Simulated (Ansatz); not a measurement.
# CdClH6NSi2: the cost of one run

Program: Ansatz 0.2.0, Gaussian basis. Level of theory: the settings change from run to run. These are calculated values, not measurements.

1 further run of the same task is left out (for a known fault of the program). Runs told in other sessions of the task aren't counted.

**1. The molecule**

An earlier PBE0-D4 in a triple-zeta def2 set relaxation fixed the geometry. Cd takes a core potential in def2 sets; no spin-orbit term is included.

SMILES `[SiH3][N]([SiH3])[Cd][Cl]`, 11 atoms, charge 0, spin multiplicity 1.

Atoms are counted from 1 here; the program's logs count them from 0.

Bond lengths: Si1–N2 1.722 Å, Si1–H6 1.490 Å, Si1–H7 1.492 Å, Si1–H8 1.490 Å, N2–Si3 1.722 Å, N2–Cd4 2.013 Å, Si3–H9 1.492 Å, Si3–H10 1.490 Å, Si3–H11 1.490 Å, Cd4–Cl5 2.263 Å. Angles: N2–Si1–H6 112.1°, N2–Si1–H7 108.5°, N2–Si1–H8 112.1°, H6–Si1–H7 108.3°, H6–Si1–H8 107.5°, H7–Si1–H8 108.2°, Si1–N2–Si3 124.3°, Si1–N2–Cd4 117.9°, Si3–N2–Cd4 117.9°, N2–Si3–H9 108.5°, N2–Si3–H10 112.1°, N2–Si3–H11 112.1°, H9–Si3–H10 108.2°, H9–Si3–H11 108.3°, H10–Si3–H11 107.5°, N2–Cd4–Cl5 180.0°.

Geometry (Å):

```xyz
11
CdClH6NSi2
Si   -1.1553   -0.0699    1.1881
N    -0.0392    0.0521   -0.1176
Si    1.5957   -0.4846   -0.0498
Cd   -0.6882    0.8763   -1.8360
Cl   -1.4178    1.8031   -3.7677
H    -0.6980    0.6856    2.3885
H    -2.4629    0.4982    0.7484
H    -1.3771   -1.4833    1.6052
H     2.2394   -0.2106   -1.3675
H     1.6946   -1.9463    0.2229
H     2.3742    0.2225    1.0060
```

**2. RPBE/def2-TZVP**

Options: charge +1, multiplicity 2, D4 dispersion, high accuracy, the search for lower states set to full.

Input file in.yaml:

```yaml
crystal:
  periodic: [false, false, false]
  atoms:
    - {symbol: Si, position_ang: [-1.155250, -0.069918, 1.188126]}
    - {symbol: N, position_ang: [-0.039171, 0.052096, -0.117574]}
    - {symbol: Si, position_ang: [1.595685, -0.484579, -0.049762]}
    - {symbol: Cd, position_ang: [-0.688208, 0.876255, -1.835984]}
    - {symbol: Cl, position_ang: [-1.417765, 1.803079, -3.767713]}
    - {symbol: H, position_ang: [-0.698041, 0.685611, 2.388483]}
    - {symbol: H, position_ang: [-2.462873, 0.498181, 0.748437]}
    - {symbol: H, position_ang: [-1.377143, -1.483254, 1.605175]}
    - {symbol: H, position_ang: [2.239408, -0.210590, -1.367521]}
    - {symbol: H, position_ang: [1.694587, -1.946278, 0.222885]}
    - {symbol: H, position_ang: [2.374172, 0.222495, 1.006047]}
basis:
  gaussian: {orbitals: def2-TZVP}
total_charge: 1
magnetization: {spin_polarized: true, initial_magnetization: 1}
hamiltonian: {xc: {name: RPBE}, dispersion: d4}
accuracy: high
scf: {lower_state_search: full}
output: {forces: true}
```

The run is started by

```bash
$ ansatz run in.yaml --threads 4 --pin off --events-out ev --progress --plain --max-ram 11315MiB
```

Q: Estimate wall time and peak memory on 4 threads of Arm Neoverse V1, shared host.

About 1.8 min, with a peak of 1.4 GiB.
